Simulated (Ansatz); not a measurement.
# VMo2Se4: the cost of one run

Program: Ansatz 0.2.0. Level of theory: reference: DFT PBE, plane waves, PAW, scalar-relativistic, no spin polarisation. These are calculated values, not measurements.

### 1 The system as given

The structure is monoclinic, space group C2/m (No. 12). Conventional cell: a = 13.514 Å, b = 3.409 Å, c = 6.267 Å, α = 90.00°, β = 114.68°, γ = 90.00°. Around Se (site symmetry m) lie 2 V at 2.53 Å and 3 Mo at 2.69 to 2.76 Å. V (site symmetry 2/m) has 6 Se at 2.53 to 2.57 Å as nearest neighbours. Se (site symmetry m) has 3 Mo at 2.51 to 2.52 Å and 1 V at 2.57 Å as nearest neighbours. Around Mo (site symmetry m) lie 6 Se at 2.51 to 2.76 Å.

Coordinates:

```cif
data_structure
_symmetry_space_group_name_H-M 'P 1'
_symmetry_Int_Tables_number 1
_cell_length_a 3.4092
_cell_length_b 6.2675
_cell_length_c 6.9685
_cell_angle_alpha 113.886
_cell_angle_beta 75.841
_cell_angle_gamma 90.000
_cell_volume 131.18
loop_
_atom_site_label
_atom_site_type_symbol
_atom_site_fract_x
_atom_site_fract_y
_atom_site_fract_z
_atom_site_occupancy
Se1 Se 0.36750 0.97260 0.26500 1
Se2 Se 0.63250 0.02740 0.73500 1
V1 V 0.00000 0.00000 0.00000 1
Se3 Se 0.89380 0.44930 0.21240 1
Se4 Se 0.10620 0.55070 0.78760 1
Mo1 Mo 0.25610 0.69040 0.48780 1
Mo2 Mo 0.74390 0.30960 0.51220 1
```

### 2 Baseline

Contents of input.yaml:

```yaml
crystal:
  lattice:
    - [0.0, 3.409227, 0.0]
    - [6.267457, 0.0, 0.0]
    - [-2.821641, 1.704613, -6.139432]
  atoms:
    - { symbol: Se, position: [0.3675, 0.9726, 0.265] }
    - { symbol: Se, position: [0.6325, 0.0274, 0.735] }
    - { symbol: V, position: [0.0, 0.0, 0.0] }
    - { symbol: Se, position: [0.8938, 0.4493, 0.2124] }
    - { symbol: Se, position: [0.1062, 0.5507, 0.7876] }
    - { symbol: Mo, position: [0.2561, 0.6904, 0.4878] }
    - { symbol: Mo, position: [0.7439, 0.3096, 0.5122] }
  symmetry: { tolerance: 0.0003 }
kpoints:
  mp_grid: { grid: [6, 3, 6], shift: [0, 0, 0] }
magnetization:
  spin_polarized: false
scf:
  occupations: { method: fermi_dirac, width: 0.0674 }
hamiltonian:
  pseudopotentials: { kind: paw }
  xc: pbe
basis:
  ecutwfc: 420
output:
  forces: true
  stress: true
  eigenvalues: true
```

Command:

```
> ansatz run input.yaml --threads 1 --pin off --max-ram 2560MiB --backend cpu --events-out ev --progress --plain --runs-dir out
```

**Question.** How long does this run take on 1 thread of Intel Xeon Platinum 8259CL at 2.50GHz (Skylake/Cascade Lake), shared host, and how much memory does it need?

About 18 s, with a peak of 0.68 GiB.
